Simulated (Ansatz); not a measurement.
# ClH2NOSW: up Jacob's ladder to CCSD(T)

The task here is to estimate one member of a computed series from the others.

The runs use Ansatz 0.2.0, Gaussian basis; functionals in def2-TZVPP, the program's frozen cores in correlated methods.

The runs, in order: LDA (SPW92), PBE-D4, revPBE-D4, BLYP-D4, r2SCAN-D4, B97M-V, PBE0-D4, B3LYP-D4, r2SCANh-D4, r2SCAN0-D4, HSE06-D4, BHLYP-D4, CAM-B3LYP-D4, LC-ωPBE, ωB97X-V, ωB97M-V, B2PLYP, PBE-QIDH; CCSD(T)/def2-SVP; CCSD(T)/def2-TZVPP; MP2/def2-QZVPP; extrapolation to the limit; RPA on PBE.

## The geometry

An earlier PBE0-D4 in a triple-zeta def2 set relaxation fixed the geometry. W takes the def2 core potential; no spin-orbit term is included.

SMILES `[NH2][W](=[O])(=[S])[Cl]`, 7 atoms, charge 0, spin multiplicity 1.

Atoms are counted from 1 here; the program's logs count them from 0.

Bond lengths: N1–W2 1.920 Å, N1–H6 1.010 Å, N1–H7 1.010 Å, W2–O3 1.694 Å, W2–S4 2.132 Å, W2–Cl5 2.270 Å. Angles: W2–N1–H6 124.3°, W2–N1–H7 122.5°, H6–N1–H7 111.8°, N1–W2–O3 107.2°, N1–W2–S4 108.3°, N1–W2–Cl5 110.9°, O3–W2–S4 110.9°, O3–W2–Cl5 109.3°, S4–W2–Cl5 110.2°.

Set-up of the first run:

in.yaml reads:

```yaml
crystal:
  periodic: [false, false, false]
  atoms:
    - {symbol: N, position_ang: [-0.583377, 0.670565, 0.838058]}
    - {symbol: W, position_ang: [0.385707, -0.395728, -0.430682]}
    - {symbol: O, position_ang: [1.554391, -1.264387, 0.435884]}
    - {symbol: S, position_ang: [-0.988512, -1.715584, -1.386510]}
    - {symbol: Cl, position_ang: [1.414105, 0.916667, -1.970651]}
    - {symbol: H, position_ang: [-1.564315, 0.896638, 0.760423]}
    - {symbol: H, position_ang: [-0.218008, 0.891838, 1.753477]}
basis:
  gaussian: {orbitals: def2-TZVPP}
hamiltonian: {xc: lda}
output: {orbitals: {seedname: orbitals}}
```

On the command line:

```console
ansatz run in.yaml --threads 4 --pin off --events-out ev --progress --plain --max-ram 10444MiB
```

Among the steps run: LDA; PBE-D4 (GGA); revPBE-D4 (GGA); BLYP-D4 (GGA); r2SCAN-D4 (meta-GGA); B97M-V (meta-GGA); B3LYP-D4 (hybrid); r2SCANh-D4 (hybrid); r2SCAN0-D4 (hybrid); HSE06-D4 (hybrid); BHLYP-D4 (hybrid); CAM-B3LYP-D4 (range-separated); LC-ωPBE (range-separated); ωB97X-V (range-separated); ωB97M-V (range-separated); B2PLYP (double hybrid); PBE-QIDH (double hybrid).

One of the session's tables, all rows but one given; the rest of the session is left out.

It belongs to the step «Orbital energies across the functionals». 

| functional | HOMO (eV) | LUMO (eV) | gap (eV) |
| --- | --- | --- | --- |
| LDA (SPW92) | -6.69 | -3.43 | 3.26 |
| PBE-D4 | -6.52 | -3.23 | 3.28 |
| revPBE-D4 | -6.45 | -3.16 | 3.29 |
| BLYP-D4 | ? | ? | ? |
| r2SCAN-D4 | -6.82 | -3.20 | 3.62 |
| B97M-V | -6.86 | -3.10 | 3.76 |
| PBE0-D4 | -7.75 | -2.53 | 5.22 |
| B3LYP-D4 | -7.50 | -2.70 | 4.80 |
| r2SCANh-D4 | -7.28 | -2.93 | 4.35 |
| r2SCAN0-D4 | -7.96 | -2.52 | 5.44 |
| HSE06-D4 | -7.36 | -2.91 | 4.45 |
| BHLYP-D4 | -8.83 | -1.67 | 7.16 |
| CAM-B3LYP-D4 | -9.02 | -1.48 | 7.55 |
| LC-ωPBE | -10.36 | -0.45 | 9.91 |
| ωB97X-V | -10.02 | -0.49 | 9.53 |
| ωB97M-V | -9.86 | -0.50 | 9.36 |

Estimate the missing values for BLYP-D4.

Worked estimate for «HOMO (eV)». Against the share of exact exchange, B3LYP-D4 (0.2, -7.50), BHLYP-D4 (0.5, -8.83) give a slope of -4.43 per unit share; at 0 the line stands at -6.61.

**Answer.** HOMO (eV): -6.34; LUMO (eV): -3.09; gap (eV): 3.25. In «HOMO (eV)» the line misses by -0.27.
